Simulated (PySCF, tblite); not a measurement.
**C3H3F6P: geometry, infrared bands and NMR shifts**

Wanted: the infrared bands and NMR shifts of C3H3F6P (`CP(C(F)(F)F)C(F)(F)F`), by calculation.

Programs: tblite 0.8.0 and PySCF 2.14.0, with density-fitted response routines of our own. Each step states its level of theory. These are calculated values for one molecule in the gas phase, unless marked as measured. Atoms count from 0, in the outputs and in this text.

## Step 1: The starting structure

13 atoms, charge 0, multiplicity 1; geometry from: force field or distance geometry start.

Bonds of the start (Å): C0–P1 1.82, P1–C2 1.73, C2–F3 1.31, C2–F4 1.33, C2–F5 1.35, P1–C6 1.74, C6–F7 1.34, C6–F8 1.34, C6–F9 1.32, C0–H10 1.09, C0–H11 1.09, C0–H12 1.11.

## Step 2: Geometry optimisation with GFN2-xTB

The job: settings as JSON, then the geometry in Å.

```
{"job": {"kind": "relax", "xc": "GFN2-xTB", "basis": "xTB"}, "charge": 0, "multiplicity": 1}
C     -0.823600    -1.384300    -0.105200
P     -0.177900     0.154600    -0.840200
C     -0.682500     1.339300     0.322300
F     -0.408800     0.927200     1.538600
F     -0.077100     2.479200     0.016100
F     -2.016800     1.436000     0.128900
C      1.498800     0.078300    -0.370500
F      1.586900    -0.226900     0.928700
F      2.019000    -0.897100    -1.127900
F      2.034100     1.255800    -0.649000
H     -0.574000    -1.503000     0.949600
H     -0.453500    -2.258200    -0.639500
H     -1.929000    -1.400300    -0.169600
```

Started as:

```
$ OMP_NUM_THREADS=1 python probes_run.py task.json out
```

The driver reads the jobs from task.json and runs them one after another.

**Question.** This job is followed by: GFN2-xTB harmonic vibrations, gas phase; GIAO PBE0/pcSseg-1 NMR shielding, non-relativistic, gas phase. What will the session give for the following? strongest single infrared mode (GFN2-xTB); zero-point energy (GFN2-xTB); 13C shifts against TMS (PBE0/pcSseg-1, means over atoms taken as alike); 1H shifts against TMS (PBE0/pcSseg-1, means over atoms taken as alike); 31P shifts against H3PO4 (PBE0/pcSseg-1); 19F shifts against CFCl3 (PBE0/pcSseg-1, means over atoms taken as alike); surface potential, 1st and 99th percentile.

**Answer**, as computed:

| quantity | value |
| --- | --- |
| strongest single infrared mode (GFN2-xTB) | 1079 cm⁻¹, 431 km/mol |
| zero-point energy (GFN2-xTB) | 39.9 kcal/mol |
| 13C shifts against TMS (PBE0/pcSseg-1, means over atoms taken as alike) | 138.7, 6.6 ppm |
| 1H shifts against TMS (PBE0/pcSseg-1, means over atoms taken as alike) | 1.84 ppm |
| 31P shifts against H3PO4 (PBE0/pcSseg-1) | -16.5 ppm |
| 19F shifts against CFCl3 (PBE0/pcSseg-1, means over atoms taken as alike) | -72.0 ppm |
| surface potential, 1st and 99th percentile | -0.45 V and 1.34 V |

The optimisation took 33 steps and gained 1.080 eV; among the close pairs (by a distance rule), P1–C2 changed most, from 1.735 to 1.900 Å. No mode is imaginary among the 33: a minimum at this level. The strongest single mode, at 1079 cm⁻¹, moves mainly C6 and C2. Unscaled tight-binding wavenumbers are off by several per cent, some by more. Its intensities can rank the bands wrongly. At PBE0/pcSseg-1: The largest span, 183 ppm, is at P1, where the paramagnetic term is -630 ppm. At PBE0/pcSseg-1, counted by nearest atom on the grid, the HOMO lies on P1 67 %, the LUMO on P1 54 %; C2, C6 about 11 % each.
